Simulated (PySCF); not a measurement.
# AlAsH8OSi: the cost of one run

The runs use PySCF 2.14.0, with density-fitted response routines of our own; the level of theory stands in each step. All values are computed, except where a source is named. Atoms count from 0, in the outputs and in this text.

## 1. The starting structure

12 atoms, charge 0, multiplicity 1; geometry from: GFN2-xTB. The atoms were then displaced at random by about 0.01 Å, so the start is not that level's minimum.

Bonds of the start (Å): Si0–O1 1.65, O1–Al2 1.69, Al2–As3 2.62, Si0–H4 1.43, Si0–H5 1.49, Si0–H6 1.47, Al2–H7 1.55, Al2–H8 1.52, As3–H9 1.48, As3–H10 1.55, As3–H11 1.50.

## 2. Optimising the geometry at PBE0-D3(BJ)/def2-SVP

Job settings and geometry (Å):

```
{"job": {"xc": "PBE0", "basis": "def2-SVP", "d3": "d3bj", "grid": 1, "shake": 0.01, "kind": "geom"}, "charge": 0, "multiplicity": 1}
Si     2.056900    -0.033470     0.892530
O      0.998410    -0.186240    -0.367700
Al    -0.091020    -0.344750    -1.653880
As    -2.078900    -0.061630     0.024290
H      2.609540    -1.332810     1.144480
H      1.223070     0.472720     2.017320
H      3.053760     0.970790     0.485230
H     -0.376990     0.936970    -2.472720
H     -0.332150    -1.750530    -2.186690
H     -1.693360     1.351470     0.216500
H     -3.535680     0.298510     0.424300
H     -1.793900    -0.349300     1.467310
```

The run is started by

```bash
OMP_NUM_THREADS=1 python probes_run.py task.json out
```

The driver reads the jobs from task.json and runs them one after another.

**Question.** How long does this first job take on 1 thread of Arm Neoverse V1, shared host, and how much memory does it need?

About 1.8 min, with a peak of 0.52 GiB.
